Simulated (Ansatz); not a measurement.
# C₃H₅ClFIn: one species, many methods

The task here is to estimate one member of a computed series from the others.

The runs use Ansatz 0.2.0, Gaussian basis; functionals in def2-TZVPP, the program's frozen cores in correlated methods.

The runs, in order: LDA (SPW92), PBE-D4, revPBE-D4, BLYP-D4, r2SCAN-D4, B97M-V, PBE0-D4, B3LYP-D4, r2SCANh-D4, r2SCAN0-D4, HSE06-D4, BHLYP-D4, CAM-B3LYP-D4, LC-ωPBE, ωB97X-V, ωB97M-V, B2PLYP, PBE-QIDH; CCSD(T)/def2-SVP; CCSD(T)/def2-TZVPP; MP2/def2-QZVPP; extrapolation to the limit; RPA on PBE.

## Structure used throughout

All runs share one geometry, relaxed beforehand with PBE0-D4 in a triple-zeta def2 set. In takes the def2 core potential; no spin-orbit term is included.

SMILES `C=C[CH2][In]([F])[Cl]`, 11 atoms, charge 0, spin multiplicity 1.

Atoms are counted from 1 here; the program's logs count them from 0.

Bond lengths: C1–C2 1.325 Å, C1–H7 1.084 Å, C1–H8 1.088 Å, C2–C3 1.492 Å, C2–H9 1.090 Å, C3–In4 2.139 Å, C3–H10 1.095 Å, C3–H11 1.095 Å, In4–F5 1.951 Å, In4–Cl6 2.318 Å. Angles: C2–C1–H7 120.7°, C2–C1–H8 122.7°, H7–C1–H8 116.6°, C1–C2–C3 127.4°, C1–C2–H9 118.3°, C3–C2–H9 114.3°, C2–C3–In4 115.2°, C2–C3–H10 111.5°, C2–C3–H11 111.5°, In4–C3–H10 106.2°, In4–C3–H11 106.2°, H10–C3–H11 105.7°, C3–In4–F5 124.2°, C3–In4–Cl6 127.4°, F5–In4–Cl6 108.4°.

Set-up of the first run:

Contents of in.yaml:

```yaml
crystal:
  periodic: [false, false, false]
  atoms:
    - {symbol: C, position_ang: [-1.292474, 0.147391, -1.140779]}
    - {symbol: C, position_ang: [-0.545424, -0.884571, -0.775677]}
    - {symbol: C, position_ang: [0.552969, -0.894802, 0.233396]}
    - {symbol: In, position_ang: [0.946978, 0.987713, 1.168320]}
    - {symbol: F, position_ang: [-0.031626, 2.630199, 0.780858]}
    - {symbol: Cl, position_ang: [2.554643, 1.454338, 2.772222]}
    - {symbol: H, position_ang: [-2.067202, 0.032461, -1.889709]}
    - {symbol: H, position_ang: [-1.168178, 1.141471, -0.716278]}
    - {symbol: H, position_ang: [-0.730881, -1.849735, -1.247880]}
    - {symbol: H, position_ang: [0.346169, -1.600899, 1.044182]}
    - {symbol: H, position_ang: [1.500427, -1.220564, -0.207954]}
basis:
  gaussian: {orbitals: def2-TZVPP}
hamiltonian: {xc: lda}
output: {orbitals: {seedname: orbitals}}
```

The run is started by

```console
ansatz run in.yaml --threads 2 --pin off --events-out ev --progress --plain --max-ram 32768MiB --backend cuda --devices 0, --max-vram 18GiB
```

Among the steps run: LDA; PBE-D4 (GGA); revPBE-D4 (GGA); BLYP-D4 (GGA); r2SCAN-D4 (meta-GGA); B97M-V (meta-GGA); PBE0-D4 (hybrid); B3LYP-D4 (hybrid); r2SCANh-D4 (hybrid); r2SCAN0-D4 (hybrid); HSE06-D4 (hybrid); BHLYP-D4 (hybrid); CAM-B3LYP-D4 (range-separated); LC-ωPBE (range-separated); ωB97X-V (range-separated); ωB97M-V (range-separated); B2PLYP (double hybrid); PBE-QIDH (double hybrid).

One of the session's tables, all rows but one given; the rest of the session is left out.

It belongs to the step «Frontier levels by functional». 

```
  functional  HOMO (eV)  LUMO (eV)  gap (eV)
 LDA (SPW92)      -7.13      -2.80      4.33
      PBE-D4      -6.93      -2.49      4.44
   revPBE-D4      -6.86      -2.36      4.50
     BLYP-D4      -6.77      -2.46      4.31
   r2SCAN-D4      -7.15      -2.26      4.89
      B97M-V      -7.12      -2.38      4.74
     PBE0-D4      -8.07      -1.61      6.46
    B3LYP-D4      -7.84      -1.93      5.91
  r2SCANh-D4      -7.57      -1.94      5.63
  r2SCAN0-D4      -8.22      -1.47      6.75
    HSE06-D4      -7.66      -1.98      5.69
    BHLYP-D4      -9.03      -0.77      8.26
CAM-B3LYP-D4          ?          ?         ?
     LC-ωPBE     -10.81       0.57     11.38
     ωB97X-V     -10.41       0.41     10.82
     ωB97M-V     -10.32       0.10     10.42
```

Q: Estimate the row for CAM-B3LYP-D4 from the others.

The run gave: HOMO (eV): -9.40; LUMO (eV): -0.69; gap (eV): 8.72. In the column «HOMO (eV)» it lies between ωB97M-V (-10.32) and BHLYP-D4 (-9.03).
